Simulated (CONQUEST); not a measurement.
**BiTe under changes of volume**

One of the cells (34.532 Å³/atom); the others are scaled copies at fixed shape and fractional positions:

```
Bi Te
1.0
     4.60528    0.00000    0.00000
     0.00000    4.60528    0.00000
     0.00000    0.00000    6.51285
Bi Te
2 2
Direct
  0.00000 0.00000 0.00000
  0.50000 0.50000 0.50000
  0.00000 0.00000 0.50000
  0.50000 0.50000 0.00000
```

- Program: CONQUEST 1.3
- Functional: PBEsol
- Potentials or basis: PseudoDojo NC PBEsol, DZP, grid of 48 × 48 × 64 points
- k mesh: 6 × 6 × 4
- Occupations: fermi-dirac, width 0.05 eV
- Spin: no spin polarisation

| volume (Å³/atom) | energy over the lowest point (meV/atom) | pressure (GPa) |
| --- | --- | --- |
| 31.824 | ? | ? |
| 32.501 | 2.03 | 1.1 |
| 33.178 | 0.00 | -0.2 |
| 34.532 | 9.66 | -2.0 |
| 35.209 | 19.69 | -2.7 |
| 35.886 | 32.69 | -3.4 |

Question: What does the run at 31.824 Å³/atom give?

Answer: Energy over the lowest point 8.94 meV/atom; pressure 2.2 GPa.

Worked out: A Birch-Murnaghan fit of order 3 (a polynomial in V^(-2/3)) to the other rows has its minimum at 33.10 Å³/atom with B0 = V·E''(V) = 56 GPa and B' = 7.4. It gives 9.68 meV/atom at 31.824 Å³/atom, against the run's 8.94, and -dE/dV = 2.6 GPa, against 2.2.

Energies are extrapolated to zero smearing.

Caveats: the basis of atomic orbitals isn't converged, which shifts pressures, moduli and gaps; the real-space grid breaks the cell's symmetry a little.
